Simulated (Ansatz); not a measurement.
**CH₅AlSSi: small, medium and large basis sets**

How large a basis does CH₅AlSSi need? Two functionals are run in growing sets.

Program: Ansatz 0.2.0, Gaussian basis. Level of theory: one geometry, several basis sets. These are calculated values, not measurements.

Plan: PBE0-D4/def2-SVP; ωB97M-V/def2-SVP; PBE0-D4/def2-QZVPP; ωB97M-V/def2-QZVPP; the functionals' def2-TZVPP values are taken from earlier runs.

## (1) Structure used throughout

The geometry comes from an earlier relaxation with PBE0-D4 in a triple-zeta def2 set; it is a stationary point, not always the lowest conformer.

9 atoms, charge 0, spin multiplicity 1.

Atoms are counted from 1 here; the program's logs count them from 0.

Bond lengths: Si1–Al2 2.445 Å, Si1–H5 1.492 Å, Si1–H6 1.493 Å, Si1–H7 1.492 Å, Al2–C3 1.960 Å, Al2–S4 2.407 Å, Al2–H8 1.585 Å, C3–S4 1.634 Å, C3–H9 1.089 Å. Angles: Al2–Si1–H5 112.2°, Al2–Si1–H6 112.1°, Al2–Si1–H7 111.1°, H5–Si1–H6 106.8°, H5–Si1–H7 107.3°, H6–Si1–H7 107.1°, Si1–Al2–C3 116.5°, Si1–Al2–S4 111.8°, Si1–Al2–H8 126.7°, C3–Al2–S4 42.4°, C3–Al2–H8 116.0°, S4–Al2–H8 112.6°, Al2–C3–S4 83.6°, Al2–C3–H9 156.0°, S4–C3–H9 120.4°, Al2–S4–C3 54.0°.

## (2) PBE0-D4 in def2-SVP

in.yaml

```yaml
crystal:
  periodic: [false, false, false]
  atoms:
    - {symbol: Si, position_ang: [-0.657945, 1.069408, -1.145185]}
    - {symbol: Al, position_ang: [0.253189, -0.951021, -0.113414]}
    - {symbol: C, position_ang: [0.472182, -0.914272, 1.833590]}
    - {symbol: S, position_ang: [1.993283, -0.441360, 1.469275]}
    - {symbol: H, position_ang: [0.027918, 1.406423, -2.426280]}
    - {symbol: H, position_ang: [-2.111158, 0.932916, -1.457656]}
    - {symbol: H, position_ang: [-0.511785, 2.246742, -0.240448]}
    - {symbol: H, position_ang: [0.456975, -2.360461, -0.808396]}
    - {symbol: H, position_ang: [0.165842, -1.034676, 2.871512]}
basis:
  gaussian: {orbitals: def2-SVP}
hamiltonian: {xc: pbe0, dispersion: d4}
output: {orbitals: {seedname: orbitals}}
```

Run with:

```bash
$ ansatz run in.yaml --threads 2 --pin off --events-out ev --progress --plain --max-ram 4352MiB
```

The log of the run:

```text
Functional definition: PBE0
  name "PBE0"
  cite "Adamo & Barone, J. Chem. Phys. 110, 6158 (1999) doi:10.1063/1.478522"
  cite "Perdew, Burke & Ernzerhof, Phys. Rev. Lett. 77, 3865 (1996) doi:10.1103/PhysRevLett.77.3865"
  parent pbe
  parameter a = 0.25
  parameter kappa = 0.804
  parameter beta = 0.06672455060314922
  exchange = (1 - a)*pbe_x(kappa = kappa, mu = beta*pi^2/3) + a*exact_x
  correlation = pbe_c(beta = beta)
890 factors; integrals over basis functions are off by at most 1.0e-3 eV
mean field evaluation 1: about -26403.0419 eV, gradient 3.7e1 eV
mean field evaluation 2: about -26396.1636 eV, gradient 5.9e1 eV
mean field evaluation 4: about -26406.7807 eV, gradient 2.1e0 eV
mean field evaluation 8: about -26406.8689 eV, gradient 1.5e-1 eV
mean field evaluation 16: about -26406.8689 eV, gradient 3.1e-5 eV
mean field -26406.86891952 eV, -970.4345335736 hartree, gradient 3.1e-5 eV, S^2 0.000000; 0 other end points of the search recorded, 0 dependent functions left out
reference -26406.86894939 eV, -970.4345346716 hartree; 27, 27 occupied and 66, 66 virtual orbitals, 890 factors
Total energy: -26407.05490743 eV, -970.4413685033 hartree
```

Wall time 1.4 s (2 threads of AMD EPYC 7B13, shared host).

## (3) ωB97M-V in def2-SVP

Changes to in.yaml since step 2:

```diff
@@ -14,3 +14,3 @@
   gaussian: {orbitals: def2-SVP}
-hamiltonian: {xc: pbe0, dispersion: d4}
+hamiltonian: {xc: {name: wB97M-V}}
 output: {orbitals: {seedname: orbitals}}
```

Launched as before.

The log of the run (excerpt; [...] marks lines left out):

```text
Functional definition: wB97M-V
  name "wB97M-V"
  cite "Mardirossian & Head-Gordon, J. Chem. Phys. 144, 214110 (2016) doi:10.1063/1.4952647"
  cite "Becke, J. Chem. Phys. 107, 8554 (1997) doi:10.1063/1.475007"
  cite "Vydrov & Van Voorhis, J. Chem. Phys. 133, 244103 (2010) doi:10.1063/1.3521275"
  # Of w^i u^j: cxij and so on, Table III.
[...]
  gx(w, u) = 1 - cx + cx01*u + cx10*w
  gss(w, u) = css00 + css04*u^4 + css10*w + css20*w^2 + css43*w^4*u^3
  gos(w, u) = cos00 + cos10*w + (cos20 + cos21*u)*w^2 + (cos60 + cos61*u)*w^6
[...]
      + integral(e_c_pw_mod_opposite_spin*gos(b97_w_opposite, b97_u_opposite)) + vv10(b, c)
890 factors; integrals over basis functions are off by at most 1.0e-3 eV
318 factors; integrals over basis functions are off by at most 9.8e-6 eV
[...]
mean field -26416.05425967 eV, -970.7720885983 hartree, gradient 1.1e-5 eV, S^2 0.000000; 0 other end points of the search recorded, 0 dependent functions left out
reference -26416.05430838 eV, -970.7720903881 hartree; 27, 27 occupied and 66, 66 virtual orbitals, 890 factors
Total energy: -26416.05430838 eV, -970.7720903881 hartree
```

Run time: 6 s. Hardware: 2 threads of AMD EPYC 7B13, shared host; peak memory 0.3 GiB.

## (4) PBE0-D4 in def2-QZVPP

Changes to in.yaml since step 3:

```diff
@@ -13,4 +13,4 @@
 basis:
-  gaussian: {orbitals: def2-SVP}
-hamiltonian: {xc: {name: wB97M-V}}
+  gaussian: {orbitals: "def2-QZVPP.json"}
+hamiltonian: {xc: pbe0, dispersion: d4}
 output: {orbitals: {seedname: orbitals}}
```

Launched as before.

The log of the run:

```text
Functional definition: PBE0
  name "PBE0"
  cite "Adamo & Barone, J. Chem. Phys. 110, 6158 (1999) doi:10.1063/1.478522"
  cite "Perdew, Burke & Ernzerhof, Phys. Rev. Lett. 77, 3865 (1996) doi:10.1103/PhysRevLett.77.3865"
  parent pbe
  parameter a = 0.25
  parameter kappa = 0.804
  parameter beta = 0.06672455060314922
  exchange = (1 - a)*pbe_x(kappa = kappa, mu = beta*pi^2/3) + a*exact_x
  correlation = pbe_c(beta = beta)
1643 factors; their error is unknown
mean field evaluation 1: about -26411.5588 eV, gradient 5.0e1 eV
mean field evaluation 2: about -26399.5912 eV, gradient 7.9e1 eV
mean field evaluation 4: about -26417.7085 eV, gradient 3.9e0 eV
mean field evaluation 8: about -26417.7439 eV, gradient 8.9e-2 eV
mean field evaluation 16: about -26417.7659 eV, gradient 3.7e-5 eV
mean field -26417.76587377 eV, -970.8349892563 hartree, gradient 3.7e-5 eV, S^2 0.000000; 0 other end points of the search recorded, 0 dependent functions left out
reference -26417.76592090 eV, -970.8349909883 hartree; 27, 27 occupied and 390, 390 virtual orbitals, 1643 factors
Total energy: -26417.95187894 eV, -970.8418248200 hartree
```

Wall time 11 s (2 threads of AMD EPYC 7B13, shared host); peak memory 1.3 GiB.

## (5) ωB97M-V in def2-QZVPP

Changes to in.yaml since step 4:

```diff
@@ -14,3 +14,3 @@
   gaussian: {orbitals: "def2-QZVPP.json"}
-hamiltonian: {xc: pbe0, dispersion: d4}
+hamiltonian: {xc: {name: wB97M-V}}
 output: {orbitals: {seedname: orbitals}}
```

The command is unchanged.

The log of the run (excerpt; [...] marks lines left out):

```text
Functional definition: wB97M-V
  name "wB97M-V"
  cite "Mardirossian & Head-Gordon, J. Chem. Phys. 144, 214110 (2016) doi:10.1063/1.4952647"
  cite "Becke, J. Chem. Phys. 107, 8554 (1997) doi:10.1063/1.475007"
  cite "Vydrov & Van Voorhis, J. Chem. Phys. 133, 244103 (2010) doi:10.1063/1.3521275"
  # Of w^i u^j: cxij and so on, Table III.
[...]
  gx(w, u) = 1 - cx + cx01*u + cx10*w
  gss(w, u) = css00 + css04*u^4 + css10*w + css20*w^2 + css43*w^4*u^3
  gos(w, u) = cos00 + cos10*w + (cos20 + cos21*u)*w^2 + (cos60 + cos61*u)*w^6
[...]
      + integral(e_c_pw_mod_opposite_spin*gos(b97_w_opposite, b97_u_opposite)) + vv10(b, c)
1552 factors; their error is unknown
377 factors; integrals over basis functions are off by at most 8.5e-6 eV
[...]
mean field -26426.96047343 eV, -971.1728845615 hartree, gradient 4.4e-5 eV, S^2 0.000000; 0 other end points of the search recorded, 0 dependent functions left out
reference -26426.96054794 eV, -971.1728872994 hartree; 27, 27 occupied and 390, 390 virtual orbitals, 1552 factors
Total energy: -26426.96054794 eV, -971.1728872994 hartree
```

Run time: 24 s. Hardware: 2 threads of AMD EPYC 7B13, shared host; peak memory 1.6 GiB.

## (6) Functionals by basis

The def2-TZVPP values come from earlier runs at the same geometry.

```tsv
functional	basis	functions	energy (eV)	from the largest (eV)	HOMO (eV)	LUMO (eV)
PBE0-D4	def2-SVP	93	-26407.0549	10.897	-7.38	-3.12
PBE0-D4	def2-TZVPP	227	-26417.1040	0.848	-7.35	-3.14
PBE0-D4	def2-QZVPP	417	-26417.9519	0.000	-7.35	-3.16
ωB97M-V	def2-SVP	93	-26416.0543	10.906	-9.33	-0.80
ωB97M-V	def2-TZVPP	227	-26426.1513	0.809	-9.34	-0.93
ωB97M-V	def2-QZVPP	417	-26426.9605	0.000	-9.35	-0.97
```

## (7) Results

| quantity | value |
| --- | --- |
| PBE0-D4: double and triple zeta above quadruple | 10.90, 0.85 eV |
| ωB97M-V: double and triple zeta above quadruple | 10.91, 0.81 eV |

What this shows: PBE0-D4 gains 10.05 eV from double to triple zeta, then 0.85 eV more. Total energies overstate the basis error of differences, where much of it tends to cancel.

For PBE0-D4 the largest set took about 8 times as long as the smallest (11 s against 1.4 s).
